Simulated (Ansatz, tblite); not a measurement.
# Ge14H20 off sphere (Ge₁₄H₂₀): one state, many levels

An exercise on one series of results from a longer session: the logs are not shown, and one member is left open.

Method: as each input shows; program: Ansatz 0.2.0, Gaussian basis.

The runs, in order: GFN1-xTB, GFN2-xTB, PBE-D4/def2-TZVP, r2SCAN-D4/def2-TZVP, PBE-D4/def2-SVP, PBE0-D4/def2-SVP.

1 further run of the same task is left out (set aside as unsound or not needed). Runs told in other sessions of the task aren't counted.

## The geometry

The singlet was relaxed beforehand with PBE-D4/def2-SVP.

34 atoms, charge 0, spin multiplicity 1.

Bond lengths: Ge1–Ge9 2.448 Å, Ge1–Ge10 2.447 Å, Ge1–H15 1.558 Å, Ge1–H16 1.558 Å, Ge2–Ge8 2.447 Å, Ge2–Ge11 2.447 Å, Ge2–Ge12 2.447 Å, Ge2–H17 1.561 Å, Ge3–Ge9 2.450 Å, Ge3–Ge11 2.448 Å, Ge3–Ge13 2.450 Å, Ge3–H18 1.562 Å, Ge4–Ge8 2.448 Å, Ge4–Ge9 2.450 Å, Ge4–Ge14 2.450 Å, Ge4–H19 1.562 Å, Ge5–Ge10 2.447 Å, Ge5–Ge14 2.448 Å and more. Angles: Ge9–Ge1–Ge10 109.4°, Ge9–Ge1–H15 109.7°, Ge9–Ge1–H16 109.8°, Ge10–Ge1–H15 110.0°, Ge10–Ge1–H16 109.9°, H15–Ge1–H16 108.0°, Ge8–Ge2–Ge11 109.5°, Ge8–Ge2–Ge12 109.5°, Ge8–Ge2–H17 109.5°, Ge11–Ge2–Ge12 109.3°, Ge11–Ge2–H17 109.5°, Ge12–Ge2–H17 109.5°, Ge9–Ge3–Ge11 110.3°, Ge9–Ge3–Ge13 108.8°, Ge9–Ge3–H18 109.0°, Ge11–Ge3–Ge13 110.1°, Ge11–Ge3–H18 109.6°, Ge13–Ge3–H18 109.0° and more.

PBE0-D4/def2-TZVP was run before; its log isn't repeated, and its numbers join the tables.

The first run:

Tight binding, by tblite at 300 K electronic temperature and without a spin-polarisation term:

```python
tblite.interface.Calculator('GFN1-xTB', numbers, positions, charge=0, uhf=0).singlepoint()
```

Tight binding, by tblite at 300 K electronic temperature and without a spin-polarisation term:

```python
tblite.interface.Calculator('GFN2-xTB', numbers, positions, charge=0, uhf=0).singlepoint()
```

start.molden holds the orbitals of an earlier run on this state, given as this run's starting guess.

Contents of in.yaml:

```yaml
crystal:
  periodic: [false, false, false]
  atoms:
    - {symbol: Ge, position_ang: [0.713266, -3.542151, 0.713723]}
    - {symbol: Ge, position_ang: [-2.128474, 2.130681, -2.126263]}
    - {symbol: Ge, position_ang: [0.691312, -0.697605, -2.121618]}
    - {symbol: Ge, position_ang: [-2.123858, -0.695397, 0.697538]}
    - {symbol: Ge, position_ang: [0.717461, -0.719528, 3.539034]}
    - {symbol: Ge, position_ang: [0.695326, 2.120084, 0.697486]}
    - {symbol: Ge, position_ang: [3.540510, -0.715873, 0.711763]}
    - {symbol: Ge, position_ang: [-3.540826, 0.719333, -0.711556]}
    - {symbol: Ge, position_ang: [-0.700069, -2.123077, -0.694759]}
    - {symbol: Ge, position_ang: [2.129974, -2.131053, 2.124446]}
    - {symbol: Ge, position_ang: [-0.715369, 0.718451, -3.539525]}
    - {symbol: Ge, position_ang: [-0.711523, 3.541266, -0.715263]}
    - {symbol: Ge, position_ang: [2.118900, 0.694135, -0.696988]}
    - {symbol: Ge, position_ang: [-0.695317, 0.693431, 2.123929]}
    - {symbol: H, position_ang: [1.598089, -4.458299, -0.183482]}
    - {symbol: H, position_ang: [-0.180075, -4.456595, 1.604215]}
    - {symbol: H, position_ang: [-3.029574, 3.032917, -3.026999]}
    - {symbol: H, position_ang: [1.595990, -1.602928, -3.017339]}
    - {symbol: H, position_ang: [-3.021030, -1.599200, 1.602304]}
    - {symbol: H, position_ang: [-0.176826, -1.609072, 4.453491]}
    - {symbol: H, position_ang: [1.605654, 0.174515, 4.455036]}
    - {symbol: H, position_ang: [1.602975, 3.013503, 1.602110]}
    - {symbol: H, position_ang: [4.457375, -1.601560, -0.183817]}
    - {symbol: H, position_ang: [4.453702, 0.180241, 1.600740]}
    - {symbol: H, position_ang: [-4.460126, -0.172848, -1.598231]}
    - {symbol: H, position_ang: [-4.451948, 1.609369, 0.185656]}
    - {symbol: H, position_ang: [-1.606330, -3.018098, -1.599202]}
    - {symbol: H, position_ang: [3.031943, -3.033092, 3.024513]}
    - {symbol: H, position_ang: [-1.601940, -0.170693, -4.461769]}
    - {symbol: H, position_ang: [0.184946, 1.608559, -4.447525]}
    - {symbol: H, position_ang: [0.188373, 4.449233, -1.605828]}
    - {symbol: H, position_ang: [-1.595653, 4.463591, 0.176219]}
    - {symbol: H, position_ang: [3.011932, 1.599953, -1.603875]}
    - {symbol: H, position_ang: [-1.598807, 1.597806, 3.021835]}
basis:
  gaussian: {orbitals: def2-TZVP, fitting: {mean_field: def2-universal-jkfit}, initial_orbitals: start.molden}
hamiltonian: {xc: pbe, dispersion: d4}
scf: {omitted_lower_state_checks: [starts]}
output: {forces: true, orbitals: {seedname: orbitals}}
```

Run with:

```
ansatz run in.yaml --threads 4 --pin off --events-out ev --progress --plain --max-ram 66560MiB --backend cuda --devices 0, --max-vram 37GiB
```

Among the steps run: PBE-D4/def2-TZVP; r2SCAN-D4/def2-TZVP; PBE-D4/def2-SVP; PBE0-D4/def2-SVP.

One table of the session follows, with a row left open; its other results are not shown here.

It belongs to the step «Binding energy». 

| level | binding an atom (eV) |
| --- | --- |
| PBE-D4/def2-SVP | 2.890 |
| PBE-D4/def2-TZVP | 2.890 |
| r2SCAN-D4/def2-TZVP | ? |
| PBE0-D4/def2-SVP | 2.892 |
| PBE0-D4/def2-TZVP | 2.892 |

**Question.** Estimate the row for r2SCAN-D4/def2-TZVP.

As computed: binding an atom (eV): 2.931. In the column «binding an atom (eV)» it is the highest.

Caveats from the session: Free atoms were run apart at each level; binding is atoms less cluster, divided by the number of atoms, without zero-point or spin-orbit terms.
